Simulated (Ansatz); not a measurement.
**CH₇BGaNO: how energies converge with the basis set**

The task here is to estimate one member of a computed series from the others.

The runs use Ansatz 0.2.0, Gaussian basis; one geometry, several basis sets.

Plan: PBE0-D4/def2-SVP; ωB97M-V/def2-SVP; PBE0-D4/def2-QZVPP; ωB97M-V/def2-QZVPP; the functionals' def2-TZVPP values are taken from earlier runs.

## The relaxed structure

An earlier PBE0-D4 in a triple-zeta def2 set relaxation fixed the geometry.

SMILES `C[BH][Ga]([NH2])[OH]`, 12 atoms, charge 0, spin multiplicity 1.

Atoms are counted from 1 here; the program's logs count them from 0.

Bond lengths: C1–B2 1.551 Å, C1–H6 1.091 Å, C1–H7 1.093 Å, C1–H8 1.106 Å, B2–Ga3 2.086 Å, B2–H9 1.201 Å, Ga3–N4 1.825 Å, Ga3–O5 1.803 Å, N4–H10 1.006 Å, N4–H11 1.005 Å, O5–H12 0.959 Å. Angles: B2–C1–H6 116.6°, B2–C1–H7 114.5°, B2–C1–H8 102.7°, H6–C1–H7 110.3°, H6–C1–H8 106.1°, H7–C1–H8 105.3°, C1–B2–Ga3 123.1°, C1–B2–H9 117.9°, Ga3–B2–H9 118.9°, B2–Ga3–N4 128.1°, B2–Ga3–O5 118.1°, N4–Ga3–O5 113.8°, Ga3–N4–H10 124.5°, Ga3–N4–H11 123.8°, H10–N4–H11 111.4°, Ga3–O5–H12 114.4°.

As a file:

```xyz
12
charge 0, multiplicity 1
C     1.33831    1.82153   -0.21745
B     1.24420    0.27466   -0.16286
Ga   -0.56845   -0.75788   -0.17992
N    -1.33986   -1.70182    1.17852
O    -1.53841   -0.74468   -1.69977
H     0.48229    2.34737   -0.64221
H     2.26812    2.20496   -0.64500
H     1.37090    2.10129    0.85246
H     2.26518   -0.34724   -0.04610
H    -2.25553   -2.11654    1.13660
H    -0.93023   -1.80652    2.09077
H    -2.33651   -1.27516   -1.66504
```

Set-up of the first run:

in.yaml

```yaml
crystal:
  periodic: [false, false, false]
  atoms:
    - {symbol: C, position_ang: [1.338311, 1.821528, -0.217447]}
    - {symbol: B, position_ang: [1.244198, 0.274664, -0.162863]}
    - {symbol: Ga, position_ang: [-0.568450, -0.757883, -0.179917]}
    - {symbol: N, position_ang: [-1.339862, -1.701815, 1.178524]}
    - {symbol: O, position_ang: [-1.538414, -0.744678, -1.699767]}
    - {symbol: H, position_ang: [0.482286, 2.347374, -0.642205]}
    - {symbol: H, position_ang: [2.268118, 2.204964, -0.644999]}
    - {symbol: H, position_ang: [1.370896, 2.101288, 0.852458]}
    - {symbol: H, position_ang: [2.265184, -0.347238, -0.046099]}
    - {symbol: H, position_ang: [-2.255529, -2.116539, 1.136596]}
    - {symbol: H, position_ang: [-0.930229, -1.806517, 2.090767]}
    - {symbol: H, position_ang: [-2.336507, -1.275158, -1.665038]}
basis:
  gaussian: {orbitals: def2-SVP}
hamiltonian: {xc: pbe0, dispersion: d4}
output: {orbitals: {seedname: orbitals}}
```

On the command line:

```sh
$ ansatz run in.yaml --threads 2 --pin off --events-out ev --progress --plain --max-ram 22528MiB --backend cpu
```

Among the steps run: PBE0-D4 in def2-SVP; ωB97M-V in def2-SVP; PBE0-D4 in def2-QZVPP; ωB97M-V in def2-QZVPP.

One of the session's tables, all rows but one given; the rest of the session is left out.

It belongs to the step «Functionals by basis». 

```
functional       basis  HOMO (eV)  LUMO (eV)
   PBE0-D4    def2-SVP      -6.82      -1.68
   PBE0-D4  def2-TZVPP          ?          ?
   PBE0-D4  def2-QZVPP      -7.12      -1.86
   ωB97M-V    def2-SVP      -9.20       0.34
   ωB97M-V  def2-TZVPP      -9.44       0.11
   ωB97M-V  def2-QZVPP      -9.51       0.02
```

Q: Estimate the row for PBE0-D4, def2-TZVPP from the others.

As computed: HOMO (eV): -7.05; LUMO (eV): -1.82. In the column «HOMO (eV)» it lies between PBE0-D4, def2-QZVPP (-7.12) and PBE0-D4, def2-SVP (-6.82).
